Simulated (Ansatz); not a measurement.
# FH₅NSi₂ radical: one species, many methods

Aim: compute FH₅NSi₂ radical with functionals from several rungs and with coupled cluster. The yardstick is the atomisation energy at the CCSD(T) limit.

The runs use Ansatz 0.2.0, Gaussian basis; functionals in def2-TZVPP, the program's frozen cores in correlated methods.

Plan: LDA (SPW92), PBE-D4, revPBE-D4, BLYP-D4, r2SCAN-D4, B97M-V, PBE0-D4, B3LYP-D4, r2SCANh-D4, r2SCAN0-D4, HSE06-D4, BHLYP-D4, CAM-B3LYP-D4, LC-ωPBE, ωB97X-V, ωB97M-V, B2PLYP, PBE-QIDH; CCSD(T)/def2-SVP; CCSD(T)/def2-TZVPP; MP2/def2-QZVPP; extrapolation to the limit; RPA on PBE.

## 1. Structure used throughout

The geometry comes from an earlier relaxation with PBE0-D4 in a triple-zeta def2 set; it is a stationary point, not always the lowest conformer.

SMILES `F[SiH2]N[SiH2]`, 9 atoms, charge 0, spin multiplicity 2.

Atoms are counted from 1 here; the program's logs count them from 0.

Bond lengths: F1–Si2 1.600 Å, Si2–N3 1.712 Å, Si2–H5 1.480 Å, Si2–H6 1.477 Å, N3–Si4 1.736 Å, N3–H7 1.012 Å, Si4–H8 1.490 Å, Si4–H9 1.494 Å. Angles: F1–Si2–N3 112.4°, F1–Si2–H5 106.1°, F1–Si2–H6 106.9°, N3–Si2–H5 109.2°, N3–Si2–H6 108.4°, H5–Si2–H6 113.9°, Si2–N3–Si4 128.4°, Si2–N3–H7 115.7°, Si4–N3–H7 115.2°, N3–Si4–H8 106.6°, N3–Si4–H9 109.5°, H8–Si4–H9 111.0°.

## 2. LDA

This LDA is Slater exchange with PW92 correlation.

Input file in.yaml:

```yaml
crystal:
  periodic: [false, false, false]
  atoms:
    - {symbol: F, position_ang: [-1.778175, 1.208947, -1.181829]}
    - {symbol: Si, position_ang: [-0.287961, 1.123636, -0.604871]}
    - {symbol: N, position_ang: [0.241520, -0.491370, -0.402955]}
    - {symbol: Si, position_ang: [0.023590, -1.533607, 0.967896]}
    - {symbol: H, position_ang: [0.576316, 1.799105, -1.598775]}
    - {symbol: H, position_ang: [-0.302819, 1.779799, 0.718849]}
    - {symbol: H, position_ang: [0.600375, -0.942220, -1.234483]}
    - {symbol: H, position_ang: [-0.246273, -0.649994, 2.136234]}
    - {symbol: H, position_ang: [1.261827, -2.340697, 1.182736]}
basis:
  gaussian: {orbitals: def2-TZVPP}
magnetization: {spin_polarized: true, initial_magnetization: 1}
hamiltonian: {xc: lda}
output: {orbitals: {seedname: orbitals}}
```

Command:

```bash
> ansatz run in.yaml --threads 4 --pin off --events-out ev --progress --plain --max-ram 10444MiB
```

After this run come: PBE-D4 (GGA); revPBE-D4 (GGA); BLYP-D4 (GGA); r2SCAN-D4 (meta-GGA); B97M-V (meta-GGA); B3LYP-D4 (hybrid); r2SCANh-D4 (hybrid); r2SCAN0-D4 (hybrid); HSE06-D4 (hybrid); BHLYP-D4 (hybrid); CAM-B3LYP-D4 (range-separated); LC-ωPBE (range-separated); ωB97X-V (range-separated); ωB97M-V (range-separated); B2PLYP (double hybrid); PBE-QIDH (double hybrid); CCSD(T) in def2-SVP; CCSD(T) in def2-TZVPP; MP2 in def2-QZVPP; RPA on PBE orbitals.

Q: Predict the results of all the runs planned. Wanted: atomisation energy, CCSD(T)/CBS; farthest beyond LDA; mean size of error, GGA; mean size of error, meta-GGA; mean size of error, hybrid; mean size of error, range-separated; mean size of error, double hybrid; gap, smallest and largest; T1 diagnostic.

**Answer**, as computed:

| quantity | value |
| --- | --- |
| atomisation energy, CCSD(T)/CBS | 710.6 kcal/mol |
| functionals within 3.6 kcal/mol (0.5 %) | PBE-D4, BLYP-D4, r2SCAN-D4, B97M-V, B3LYP-D4, ωB97X-V, ωB97M-V |
| farthest beyond LDA | BHLYP-D4 (-16.5 kcal/mol) |
| mean size of error, GGA | 6.4 kcal/mol |
| mean size of error, meta-GGA | 1.4 kcal/mol |
| mean size of error, hybrid | 9.5 kcal/mol |
| mean size of error, range-separated | 3.9 kcal/mol |
| mean size of error, double hybrid | 11.1 kcal/mol |
| gap, smallest and largest | 1.15 eV (LDA (SPW92)), 8.62 eV (LC-ωPBE) |
| T1 diagnostic | 0.0138 |
| triples share of the correlation energy | 3.2 % |

LDA overbinds by 86.1 kcal/mol (12 %). PBE-D4 is off by -0.9 kcal/mol. Double hybrids carry the basis error of their MP2 part in triple zeta, and no dispersion term here, so their miss is partly the set-up's. By mean error the best rung here is meta-GGA (1.4 kcal/mol) and the worst beyond LDA is double hybrid (11.1 kcal/mol). The reference freezes the cores and leaves out relativity and excitations past (T), so misses under about 3.6 kcal/mol can't be ranked. Hartree-Fock recovers 73 % of the binding; the rest is correlation. CCSD(T) in def2-SVP is off by -62.2 kcal/mol, more than most functionals: a good method in a small basis is no reference. The gap grows from 1.2 to 8.6 eV across the functionals, mostly with the share of exact exchange.
